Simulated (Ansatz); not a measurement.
# ZnS: the cost of one run

Program: Ansatz 0.2.0. Level of theory: DFT PBE, scalar-relativistic, plane waves, PAW. These are calculated values, not measurements.

16 further runs of the same task are left out: 16 set aside as unsound or not needed.

## 1. The system as given

It takes space group P6_3mc (No. 186, hexagonal). Conventional cell: a = 3.846 Å, b = 3.846 Å, c = 6.304 Å, α = 90.00°, β = 90.00°, γ = 120.00°. Zn (site symmetry 3m) is surrounded by 4 S at 2.36 Å. S (site symmetry 3m) is surrounded by 4 Zn at 2.36 Å.

As a file:

```cif
data_structure
_symmetry_space_group_name_H-M 'P6_3mc'
_symmetry_Int_Tables_number 186
_cell_length_a 3.8456
_cell_length_b 3.8456
_cell_length_c 6.3037
_cell_angle_alpha 90.000
_cell_angle_beta 90.000
_cell_angle_gamma 120.000
_cell_volume 80.73
loop_
_atom_site_label
_atom_site_type_symbol
_atom_site_symmetry_multiplicity
_atom_site_Wyckoff_symbol
_atom_site_fract_x
_atom_site_fract_y
_atom_site_fract_z
_atom_site_occupancy
Zn1 Zn 2 b 0.33333 0.66667 0.00520 1
S1 S 2 b 0.33333 0.66667 0.37980 1
```

It is the result of an earlier relaxation at this level (volume 20.18 Å³/atom; gap on the mesh: 2.08 eV).

## 2. What is varied

Atoms count from 1 in the order of the input.

The energy is mapped over a free internal coordinate and the cell.

- shift of S3 along [0 0 1], its symmetry partners moved as symmetry demands (measured in the relaxed cell): 7 values from −0.250 to 0.250 Å
- c/a of the conventional cell at fixed volume: 7 values from 1.311 to 1.967

Nothing else is relaxed (all other coordinates fixed). Energies count from the relaxed crystal. Points are written as (first, second).

## 3. The run at (−0.083 Å, 1.311)

File input.yaml:

```yaml
crystal:
  lattice:
    - [4.1424790287, 0.0, 0.0]
    - [-2.0712395143, 3.5874920735, 0.0]
    - [0.0, 0.0, 5.4324469982]
  atoms:
    - { symbol: Zn, position: [0.3333333333, 0.6666666667, 0.0052003725] }
    - { symbol: Zn, position: [0.6666666667, 0.3333333333, 0.5052003725] }
    - { symbol: S, position: [0.3333333333, 0.6666666667, 0.3665852179] }
    - { symbol: S, position: [0.6666666667, 0.3333333333, 0.8665852179] }
basis:
  ecutwfc: 520.0
kpoints:
  mp_grid: { grid: [9, 9, 4] }
hamiltonian:
  xc: pbe
scf:
  occupations: { method: gaussian, width: 0.05 }
output:
  forces: true
  stress: true
  eigenvalues: true
```

The run is started by

```bash
$ ansatz run input.yaml --threads 1 --pin off --max-ram 2048MiB --backend cpu --events-out ev --progress --plain --runs-dir out
```

What time and memory should one allow on 1 thread of Arm Neoverse V2, shared host?

About 7.4 s, with a peak of 0.34 GiB.
